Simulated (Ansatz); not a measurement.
# C3H7NOSi: a dynamics run in two tries

The task is a short trajectory. SMILES of the start: N=CC(O)=C[SiH3].

Program: Ansatz 0.2.0. Level of theory: RKS BHLYP-D4/STO-3G. These are calculated values, not measurements.

### 1 Starting point

Bond lengths: N1–C2 1.298 Å, C2–C3 1.509 Å, C3–O4 1.405 Å, C3–C5 1.338 Å, C5–Si6 1.847 Å, N1–H7 1.067 Å, C2–H8 1.097 Å, O4–H9 1.008 Å, C5–H10 1.086 Å, Si6–H11 1.433 Å, Si6–H12 1.431 Å, Si6–H13 1.432 Å. Angles (14 of 17 angles, heavy atoms first): N1–C2–C3 129.3°, C2–C3–O4 119.5°, C2–C3–C5 121.9°, O4–C3–C5 118.6°, C3–C5–Si6 122.3°, N1–C2–H8 117.1°, C3–C2–H8 113.6°, C2–N1–H7 108.2°, C3–O4–H9 105.1°, C3–C5–H10 116.9°, Si6–C5–H10 120.8°, C5–Si6–H11 110.3°, C5–Si6–H12 109.2°, C5–Si6–H13 110.3°.

As a file:

```xyz
13

N     0.0940   -3.0070   -0.3040
C     0.5983   -1.8166   -0.4188
C    -0.0068   -0.4840   -0.0525
O    -1.3143   -0.4354    0.4603
C     0.6710    0.6615   -0.1906
Si   -0.0557    2.2985    0.2599
H    -0.8815   -2.9166    0.1184
H     1.6084   -1.7401   -0.8389
H    -1.6448   -1.3872    0.4271
H     1.6826    0.5907   -0.5798
H    -0.3370    2.3492    1.6638
H     0.8777    3.3335   -0.0656
H    -1.2715    2.5187   -0.4646
```

### 2 First attempt

Input file input.yaml:

```yaml
crystal:
  periodic: [false, false, false]
  atoms:
    - { symbol: "N", position_ang: [0.094028, -3.006954, -0.303994] }
    - { symbol: C, position_ang: [0.598265, -1.816577, -0.418805] }
    - { symbol: C, position_ang: [-0.006826, -0.483979, -0.05255] }
    - { symbol: O, position_ang: [-1.314271, -0.435433, 0.460349] }
    - { symbol: C, position_ang: [0.670978, 0.661516, -0.190635] }
    - { symbol: Si, position_ang: [-0.055681, 2.298483, 0.259913] }
    - { symbol: H, position_ang: [-0.8815, -2.916599, 0.118449] }
    - { symbol: H, position_ang: [1.608408, -1.740145, -0.838899] }
    - { symbol: H, position_ang: [-1.644771, -1.38719, 0.427087] }
    - { symbol: H, position_ang: [1.682578, 0.590714, -0.579782] }
    - { symbol: H, position_ang: [-0.336988, 2.349191, 1.663759] }
    - { symbol: H, position_ang: [0.877735, 3.333463, -0.065594] }
    - { symbol: H, position_ang: [-1.271455, 2.518709, -0.464598] }
basis:
  gaussian: { orbitals: STO-3G }
hamiltonian:
  xc: { name: BHLYP }
  dispersion: d4
md:
  timestep: 0.5
  n_steps: 25
  ensemble: nvt
  temperature: 300.0
  initial_velocities: maxwell_boltzmann
  seed: 551570
  nose_hoover: { tau: 100.0, chain_length: 1 }
scf:
  lower_state_search: "off"
```

Started as:

```
ansatz run input.yaml --threads 1 --pin off --max-ram 2048MiB --backend cpu --events-out ev --progress --plain --runs-dir out
```

Q: Predict the outcome of this session. Wanted: first try.

As calculated:

| quantity | value |
| --- | --- |
| first try | refused |
| cause | the word typed for the ensemble or optimiser is not among those the program lists |

In words: The fault in the first input was caught at the input check and cost nothing.
